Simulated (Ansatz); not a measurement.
# TaAs: the cost of one run

Method: DFT PBE, scalar-relativistic, plane waves, PAW, in Ansatz 0.2.0.

**1. Starting point**

It takes space group I4_1md (No. 109, tetragonal). Conventional cell: a = 3.444 Å, b = 3.444 Å, c = 11.736 Å, α = 90.00°, β = 90.00°, γ = 90.00°. Ta (site symmetry 2mm) is surrounded by 6 As at 2.61 to 2.62 Å. As (site symmetry 2mm) is surrounded by 6 Ta at 2.61 to 2.62 Å.

Coordinates:

```
CELL_PARAMETERS angstrom
-1.72181 1.72181 5.86794
1.72181 -1.72181 5.86794
1.72181 1.72181 -5.86794
ATOMIC_POSITIONS crystal
Ta 0.49997 0.99997 0.50000
Ta 0.74997 0.74997 0.00000
As 0.08263 0.58263 0.50000
As 0.33263 0.33263 0.00000
```

**2. First run, at the start cell**

Contents of input.yaml:

```yaml
crystal:
  lattice:
    - [-1.7218133622, 1.7218133622, 5.8679415361]
    - [1.7218133622, -1.7218133622, 5.8679415361]
    - [1.7218133622, 1.7218133622, -5.8679415361]
  atoms:
    - { symbol: Ta, position: [0.4999673, 0.9999673, 0.5] }
    - { symbol: Ta, position: [0.7499673, 0.7499673, 0.0] }
    - { symbol: As, position: [0.08263212, 0.58263212, 0.5] }
    - { symbol: As, position: [0.33263212, 0.33263212, 0.0] }
basis:
  ecutwfc: 420
  ecutrho_ratio: 4
kpoints:
  mp_grid: { grid: [16, 16, 16] }
hamiltonian:
  xc: pbe
  pseudopotentials: { kind: paw, frozen_core: stored }
scf:
  occupations: { method: gaussian, width: 0.05 }
output:
  forces: true
  stress: true
  eigenvalues: true
relax:
  f_tol: 0.01
  max_steps: 60
  cell: { stress_tol: 0.04 }
```

Launch:

```console
$ ansatz run input.yaml --threads 1 --pin off --max-ram 2560MiB --backend cpu --events-out ev --progress --plain --runs-dir out
```

**Question.** How long does this run take on 1 thread of Arm Neoverse N1, shared host, and how much memory does it need?

About 13 min, with a peak of 0.84 GiB.
